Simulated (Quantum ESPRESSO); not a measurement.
An input for Quantum ESPRESSO 7.5 (TaF4):

Contents of pw.in:

```
&CONTROL
  calculation = 'scf'
  prefix = 'pwscf'
  outdir = './tmp'
  pseudo_dir = './pseudo'
  tprnfor = .true.
  tstress = .true.
  disk_io = 'low'
/
&SYSTEM
  ibrav = 0
  nat = 5
  ntyp = 2
  ecutwfc = 45
  ecutrho = 360
  nbnd = 29
  occupations = 'smearing'
  smearing = 'mv'
  degauss = 0.00367493
  vdw_corr = 'grimme-d3'
  dftd3_version = 4
  input_dft = 'pbe96'
/
&ELECTRONS
  conv_thr = 1d-09
  electron_maxstep = 75
  mixing_beta = 0.5
/
ATOMIC_SPECIES
Ta   180.9479 ta_pbe_v1.uspp.F.UPF
F     18.9984 f_pbe_v1.4.uspp.F.UPF
CELL_PARAMETERS angstrom
   0.0000000000    2.0697428000   10.2717713000
   1.4861001900    0.0000000000   10.2717713000
   1.4861001900    2.0697428000    0.0000000000
ATOMIC_POSITIONS crystal
Ta     0.0000000000    0.0000000000    0.0000000000
F      0.3978683100    0.3978683100    0.6021316900
F      0.7993676100    0.7993676100    0.2006323900
F      0.2006323900    0.2006323900    0.7993676100
F      0.6021316900    0.6021316900    0.3978683100
K_POINTS automatic
11 11 11 0 0 0
```

Potentials or basis: GBRV 1.5 PBE.

Launch:

```console
$ OMP_NUM_THREADS=1 pw.x -in pw.in > pw.out
```

Problem. Does this run start?

Solution. The run stopped without a result. It printed:

pw.out:

```text
This program is part of the open-source Quantum ESPRESSO suite
     for quantum simulation of materials; please cite
         "P. Giannozzi et al., J. Phys.:Condens. Matter 21 395502 (2009);
         "P. Giannozzi et al., J. Phys.:Condens. Matter 29 465901 (2017);
         "P. Giannozzi et al., J. Chem. Phys. 152 154105 (2020);
     in publications or presentations arising from this work. More details at

     IMPORTANT: XC functional enforced from input :
     Exchange-correlation= PBE96
                           (   0   0   3   4   0   0   0)
     Any further DFT definition will be discarded
     Please, verify this is what you really want

 program stopped due to: functional name unknown
STOP must stop!
```
